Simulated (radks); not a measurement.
# Cu²⁺ in [Ar] 3d9: an all-electron calculation

One table from this session's results is given with a row withheld; the runs are named, their logs left out.

Program: radks (a radial shooting solver on a logarithmic mesh, Libxc functionals) version 1. Level of theory: scalar-relativistic Kohn-Sham, PBE, spin-unpolarised, spherical densities, finite nucleus. These are calculated values, not measurements, unless marked.

**The system**

```
element            : copper (Z = 29)
charge             : +2
electrons          : 27
configuration      : [Ar] 3d9
nuclear rms radius : 3.8823 fm
```

The outer shells:

Cu²⁺
```
[Ar] core
3d [↑↓][↑↓][↑↓][↑↓][↑ ]
```

The first run:

The run's settings:

```text
Z 29
configuration [Ar] 3d9
relativity scalar-relativistic
functional pbe,pbe
spin unpolarised
nucleus finite rms 3.8823 fm
c 137.035999084
```

One table of the session follows, with a row left open; its other results are not shown here.

It belongs to the step «Shells». From the orbitals of this run (lengths in bohr):

```
level     <r>  outermost maximum (interpolated)  90 % within  nodes
   1s       ?                                 ?            ?      ?
   2s  0.2352                             0.197        0.364      1
   2p  0.2064                             0.158        0.338      0
   3s  0.7099                             0.613         1.06      2
   3p  0.7450                             0.619         1.15      1
   3d  0.9223                             0.597         1.60      0
```

Estimate the missing values for 1s.

As computed: <r>: 0.05213; outermost maximum (interpolated): 0.0341; 90 % within: 0.0931; nodes: 0. In the column «<r>» it is the lowest.

Caveats from the session: Spin polarisation and multiplet splitting are left out.
